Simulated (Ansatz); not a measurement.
# CH4ClFOSi: one species, many methods

The task here is to estimate one member of a computed series from the others.

Program: Ansatz 0.2.0, Gaussian basis. Level of theory: functionals in def2-TZVPP, the program's frozen cores in correlated methods. These are calculated values, not measurements.

The runs, in order: PBE-D4, r2SCAN-D4, PBE0-D4, B3LYP-D4, ωB97X-V, ωB97M-V, B2PLYP; CCSD(T)/def2-TZVPP; MP2/def2-QZVPP; extrapolation to the limit.

### The geometry

An earlier PBE0-D4 in a triple-zeta def2 set relaxation fixed the geometry.

SMILES `O[SiH](Cl)CF`, 9 atoms, charge 0, spin multiplicity 1.

Atoms are counted from 1 here; the program's logs count them from 0.

Bond lengths: O1–Si2 1.630 Å, O1–H6 0.960 Å, Si2–Cl3 2.053 Å, Si2–C4 1.886 Å, Si2–H7 1.476 Å, C4–F5 1.394 Å, C4–H8 1.094 Å, C4–H9 1.096 Å. Angles: Si2–O1–H6 117.4°, O1–Si2–Cl3 111.3°, O1–Si2–C4 110.2°, O1–Si2–H7 107.3°, Cl3–Si2–C4 107.6°, Cl3–Si2–H7 108.5°, C4–Si2–H7 111.9°, Si2–C4–F5 108.6°, Si2–C4–H8 112.7°, Si2–C4–H9 110.7°, F5–C4–H8 108.5°, F5–C4–H9 108.0°, H8–C4–H9 108.3°.

Set-up of the first run:

in.yaml

```yaml
crystal:
  periodic: [false, false, false]
  atoms:
    - {symbol: O, position_ang: [-1.571897, 0.897427, 0.328146]}
    - {symbol: Si, position_ang: [0.042133, 0.688829, 0.421593]}
    - {symbol: Cl, position_ang: [1.038519, 2.040567, -0.759780]}
    - {symbol: C, position_ang: [0.509245, -1.039670, -0.170121]}
    - {symbol: F, position_ang: [-0.116342, -1.275144, -1.393747]}
    - {symbol: H, position_ang: [-1.997270, 0.687633, -0.506280]}
    - {symbol: H, position_ang: [0.433492, 0.915483, 1.826728]}
    - {symbol: H, position_ang: [1.588217, -1.162213, -0.303208]}
    - {symbol: H, position_ang: [0.162402, -1.799311, 0.539569]}
basis:
  gaussian: {orbitals: def2-TZVPP}
hamiltonian: {xc: pbe, dispersion: d4}
output: {forces: true, orbitals: {seedname: orbitals}}
```

Run with:

```console
$ ansatz run in.yaml --threads 4 --pin off --events-out ev --progress --plain --max-ram 10444MiB
```

Among the steps run: PBE-D4 (GGA); r2SCAN-D4 (meta-GGA); PBE0-D4 (hybrid); B3LYP-D4 (hybrid); ωB97X-V (range-separated); ωB97M-V (range-separated); B2PLYP (double hybrid); CCSD(T) in def2-TZVPP; MP2 in def2-QZVPP.

One of the session's tables, all rows but one given; the rest of the session is left out.

| method | atomisation energy (eV) |
| --- | --- |
| PBE-D4 | 34.638 |
| r2SCAN-D4 | ? |
| PBE0-D4 | 33.927 |
| B3LYP-D4 | 33.881 |
| ωB97X-V | 34.226 |
| ωB97M-V | 34.244 |
| B2PLYP | 33.629 |
| HF/def2-TZVPP | 24.649 |
| MP2/def2-TZVPP | 34.045 |
| CCSD/def2-TZVPP | 32.628 |
| CCSD(T)/def2-TZVPP | 33.158 |
| MP2/CBS | 35.091 |
| CCSD(T)/CBS | 34.204 |

**Question.** Estimate the row for r2SCAN-D4.

As computed: atomisation energy (eV): 34.195. In the column «atomisation energy (eV)» it lies between MP2/def2-TZVPP (34.045) and CCSD(T)/CBS (34.204).
